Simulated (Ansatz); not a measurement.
**GaS (doublet): wave-function methods side by side, cc-pVTZ**

The task here is to estimate one member of a computed series from the others.

Method: cc-pVTZ, core rule «outside noble gas», up to 19 orbitals frozen; program: Ansatz 0.2.0, Gaussian basis.

The runs, in order: UHF; CCSD(T) on ROHF; CCSD(T) on UHF; BCCD(T) on ROHF; CISD; CCSDT(Q) on ROHF; CCSDT(Q) on UHF; CASSCF and MRCISD+Q, 9 electrons in 8 orbitals; CASSCF and NEVPT2, 9 electrons in 8 orbitals.

26 further runs of the same task are left out: 9 for a known fault of the program, 5 that didn't finish, 12 set aside as unsound or not needed.

### The system

The geometry is a PBE0/def2-TZVP stationary point (not a proven minimum). No spin-orbit coupling is included. The filled d shell of Ga may be among the frozen orbitals whatever the setting's name suggests; the logs give the count.

2 atoms, charge 0, spin multiplicity 2.

Atoms are counted from 1 here; the program's logs count them from 0.

Bond lengths: S1–Ga2 2.071 Å.

Set-up of the first run:

in.yaml reads:

```yaml
crystal:
  periodic: [false, false, false]
  atoms:
    - {symbol: S, position_ang: [0.000000, 0.000000, 0.000000]}
    - {symbol: Ga, position_ang: [0.000000, 0.000000, 2.070500]}
basis:
  gaussian: {orbitals: cc-pVTZ}
magnetization: {spin_polarized: true, initial_magnetization: 1}
hamiltonian: {xc: hf}
output: {orbitals: {seedname: orbitals}}
```

The run is started by

```bash
> ansatz run in.yaml --threads 1 --pin off --events-out ev --progress --plain --max-ram 2393MiB
```

Steps of the session up to this table: UHF; CCSD(T) on ROHF; CCSD(T) on UHF; BCCD(T) on ROHF; CISD; CCSDT(Q) on ROHF; CCSDT(Q) on UHF; CASSCF and MRCISD+Q, 9 electrons in 8 orbitals; CASSCF and NEVPT2, 9 electrons in 8 orbitals.

One of the session's tables, all rows but one given; the rest of the session is left out.

| method | from UCCSDT(Q) (kcal/mol) |
| --- | --- |
| ROHF | +159.85 |
| UHF | +155.76 |
| RMP2 | +21.43 |
| UMP2 | ? |
| RCCSD | +10.82 |
| UCCSD | +10.28 |
| RCCSD(T) | +1.52 |
| UCCSD(T) | +1.47 |
| BCCD(T) | +1.61 |
| RCCSDT | +1.00 |
| UCCSDT | +0.76 |
| RCCSDT(Q) | +0.35 |
| UCCSDT(Q) | 0 |
| CASSCF valence | +116.49 |
| NEVPT2 valence | +26.23 |
| MRCISD valence | +10.95 |
| MRCISD+Q valence | +2.05 |

**Question.** Estimate the row for UMP2.

As computed: from UCCSDT(Q) (kcal/mol): +22.97. In the column «from UCCSDT(Q) (kcal/mol)» it lies between RMP2 (+21.43) and NEVPT2 valence (+26.23).

Not comparable, so not listed: CISD (they don't share determinant, frozen orbitals or solution with the rows shown, or repeat one).

Caveats from the session: Restricted and unrestricted rows rest on different reference determinants; where their highest levels disagree by more than a few hundredths of an eV, they describe different states and don't form one ladder.
